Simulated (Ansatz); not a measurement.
# Li16C: the cost of one run

All numbers below are computed with Ansatz 0.2.0 (DFT LDA, plane waves, PAW, scalar-relativistic, no spin polarisation).

## 1. The system as given

The cell holds 17 atoms (CLi16): a = 6.980 Å, b = 6.980 Å, c = 6.980 Å, α = 90.00°, β = 90.00°, γ = 90.00°.

Coordinates:

```cif
data_structure
_symmetry_space_group_name_H-M 'P 1'
_symmetry_Int_Tables_number 1
_cell_length_a 6.9800
_cell_length_b 6.9800
_cell_length_c 6.9800
_cell_angle_alpha 90.000
_cell_angle_beta 90.000
_cell_angle_gamma 90.000
_cell_volume 340.07
loop_
_atom_site_label
_atom_site_type_symbol
_atom_site_fract_x
_atom_site_fract_y
_atom_site_fract_z
_atom_site_occupancy
Li1 Li 0.00000 0.00000 0.00000 1
Li2 Li 0.50000 0.00000 0.00000 1
Li3 Li 0.00000 0.50000 0.00000 1
Li4 Li 0.00000 0.00000 0.50000 1
Li5 Li 0.25000 0.25000 0.25000 1
Li6 Li 0.50000 0.50000 0.00000 1
Li7 Li 0.50000 0.00000 0.50000 1
Li8 Li 0.75000 0.25000 0.25000 1
Li9 Li 0.00000 0.50000 0.50000 1
Li10 Li 0.25000 0.75000 0.25000 1
Li11 Li 0.25000 0.25000 0.75000 1
Li12 Li 0.50000 0.50000 0.50000 1
Li13 Li 0.75000 0.75000 0.25000 1
Li14 Li 0.75000 0.25000 0.75000 1
Li15 Li 0.25000 0.75000 0.75000 1
Li16 Li 0.75000 0.75000 0.75000 1
C1 C 0.62271 0.25121 0.01083 1
```

## 2. Relaxing end A

input.yaml

```yaml
crystal:
  lattice:
    - [6.98, 0.0, 0.0]
    - [0.0, 6.98, 0.0]
    - [0.0, 0.0, 6.98]
  atoms:
    - { symbol: Li, position: [0.0, 0.0, 0.0] }
    - { symbol: Li, position: [0.5, 0.0, 0.0] }
    - { symbol: Li, position: [0.0, 0.5, 0.0] }
    - { symbol: Li, position: [0.0, 0.0, 0.5] }
    - { symbol: Li, position: [0.25, 0.25, 0.25] }
    - { symbol: Li, position: [0.5, 0.5, 0.0] }
    - { symbol: Li, position: [0.5, 0.0, 0.5] }
    - { symbol: Li, position: [0.75, 0.25, 0.25] }
    - { symbol: Li, position: [0.0, 0.5, 0.5] }
    - { symbol: Li, position: [0.25, 0.75, 0.25] }
    - { symbol: Li, position: [0.25, 0.25, 0.75] }
    - { symbol: Li, position: [0.5, 0.5, 0.5] }
    - { symbol: Li, position: [0.75, 0.75, 0.25] }
    - { symbol: Li, position: [0.75, 0.25, 0.75] }
    - { symbol: Li, position: [0.25, 0.75, 0.75] }
    - { symbol: Li, position: [0.75, 0.75, 0.75] }
    - { symbol: C, position: [0.6227065, 0.2512116, 0.0108251] }
basis:
  ecutwfc: 420.0
kpoints:
  mp_grid: { grid: [4, 4, 4] }
hamiltonian:
  xc: lda
scf:
  occupations: { method: gaussian, width: 0.1 }
  lower_state_search: "off"
relax:
  f_tol: 0.03
  max_steps: 60
  adjacent_minimum: "off"
```

The run is started by

```console
ansatz run input.yaml --threads 2 --pin off --max-ram 5120MiB --backend cpu --events-out ev --progress --plain --runs-dir out
```

What time and memory should one allow on 2 threads of Arm Neoverse V2, shared host?

About 87 s, with a peak of 0.7 GiB.
